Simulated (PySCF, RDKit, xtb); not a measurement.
# CH4BrSi−: from the formula to a structure

Task: start from the formula CH4BrSi− (charge -1), draw up candidate structures, narrow them down in stages, and characterise the one that lies lowest at 298.15 K.

The funnel: GFN2-xTB relaxations, single points with a density functional, relaxations at PBE0-D3(BJ)/def2-SVPD, harmonic vibrations (at GFN2-xTB), and a last energy at a higher level. All values are calculated.

2 further runs of the same task are left out: 1 that didn't finish, 1 set aside as unsound or not needed.

### Step 1. Possible bonding patterns

A program enumerates the bonding patterns with one Lewis structure each (two rings at most, one unusual centre or charged pair), with their diastereomers. O–O, O–halogen and N–halogen bonds and N–N–N chains are not drawn. That gives 4 candidates.

```tsv
label	SMILES	spin
c040	C[SiH-]Br	singlet
c188	[SiH3][CH-]Br	singlet
c208	[CH2-][SiH2]Br	singlet
c783	[SiH2-]CBr	singlet
```

Candidates are built by distance geometry, with a force field where one applies, in up to four conformers (letters a to d). 10 starts with atoms placed at random are added, to find patterns that the rules miss.

Q: Predict the outcome of this search (final energies at CCSD(T)/def2-SVPD + MP2/def2-TZVPPD - MP2/def2-SVPD).

| quantity | value |
| --- | --- |
| lowest structure found | C[SiH-]Br, singlet |
| next finalist | [CH2-][SiH2]Br, singlet, 8.1 kcal/mol higher in G |
| share at equilibrium, among the finalists | 100.0 % |
| lowest excitation (TD-PBE0/def2-SVPD) | 3.64 eV (f = 0.116) |
| lowest triplet excitation, same level, Tamm-Dancoff | 2.67 eV |

The lowest structure found is `C[SiH-]Br`. Among the finalists first place is clear (8.1 kcal/mol); structures outside the list aren't covered. HF/STO-3G, r2SCAN-D4/def2-SVPD, PBE0-D3(BJ)/def2-SVPD, HF/def2-SVPD and MP2/def2-SVPD already put its bonding pattern lowest among the structures in one piece; GFN2-xTB favours the singlet [CH2-][SiH2]Br. In an anion, excitations above the detachment energy lie in the continuum and hang on the basis, so they needn't be bound states. The search is not exhaustive (a finite list of starts, one conformer a finalist), so a lower isomer can't be ruled out. Patterns outside the rules of the enumeration were met only by chance.
